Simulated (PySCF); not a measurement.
# Solver options tried on SnH3

The same problem is solved with other solver options, one edit a run.

Method: method and basis as typed in the scripts; program: PySCF 2.14.0.

3 further runs of the same task are left out: 1 for a known fault of the program, 2 that didn't finish. Runs told in other sessions of the task aren't counted.

## (1) The system as given

SnH3: 4 atoms, charge 0, spin multiplicity 2.

Bond lengths: Sn1–H2 1.715 Å, Sn1–H3 1.715 Å, Sn1–H4 1.715 Å. Angles: H2–Sn1–H3 109.7°, H2–Sn1–H4 109.7°, H3–Sn1–H4 109.7°.

As a file:

```xyz
4
H3Sn
Sn    0.0000    0.0000   -0.0139
H     1.6188    0.0000    0.5521
H    -0.8094    1.4020    0.5521
H    -0.8094   -1.4020    0.5521
```

## (2) The base run

The input, input.py:

```python
from pyscf import gto, dft

mol = gto.M(
    atom='Sn 0 0 -0.0139; H 1.6188 0 0.5521; H -0.8094 1.402 0.5521; H -0.8094 -1.402 0.5521',
    basis='def2-svpd',
    ecp={'Sn': 'def2-svpd'},
    charge=0,
    spin=1,
    symmetry=True,
    verbose=4,
)
mf = dft.ROKS(mol, xc='pbe0')
mf.kernel()
mf.mulliken_pop()
mf.dip_moment()
print('orbital energies (hartree):', mf.mo_energy[..., max(0, mol.nelec[1]-3):mol.nelec[0]+3].round(4))
```

Command:

```
OMP_NUM_THREADS=1 python input.py
```

The log of this run is left out.

## (3) Second-order solver on

Run 1 changes second-order solver: off → on.

input.py, as its differences from that of step 2:

```diff
@@ -12,2 +12,3 @@
 mf = dft.ROKS(mol, xc='pbe0')
+mf = mf.newton()
 mf.kernel()
```

## (4) Convergence threshold 1e-05 hartree

Run 2 changes convergence threshold: default → 1e-05 hartree.

input.py, as its differences from that of step 2:

```diff
@@ -12,2 +12,3 @@
 mf = dft.ROKS(mol, xc='pbe0')
+mf.conv_tol = 1e-05
 mf.kernel()
```

Q: Predict the outcome of this session. Wanted: for each run, E(SCF); from base; SCF dipole.

As calculated:

```tsv
run	E(SCF) (hartree)	from base (eV)	cycles	SCF dipole (D)
base	-216.032188	0	9	0.28
second-order solver on	-216.032188	0.0000	3 macro	0.28
convergence threshold 1e-05 hartree	-216.032187	0.0000	6	0.27
```

Distance from each run's final energy (log10 hartree) by cycle:

```tsv
run	cycle 1	cycle 2	cycle 3	cycle 5	cycle 8	cycle 12
base	0.0	0.0	-3.1	-5.9	< -11	done
second-order solver on	-1.7	-10.1	< -11	done	done	done
convergence threshold 1e-05 hartree	0.0	0.0	-3.1	-5.9	done	done
```

**Reading.** With second-order solver on or convergence threshold 1e-05 hartree the SCF ends at the base energy.
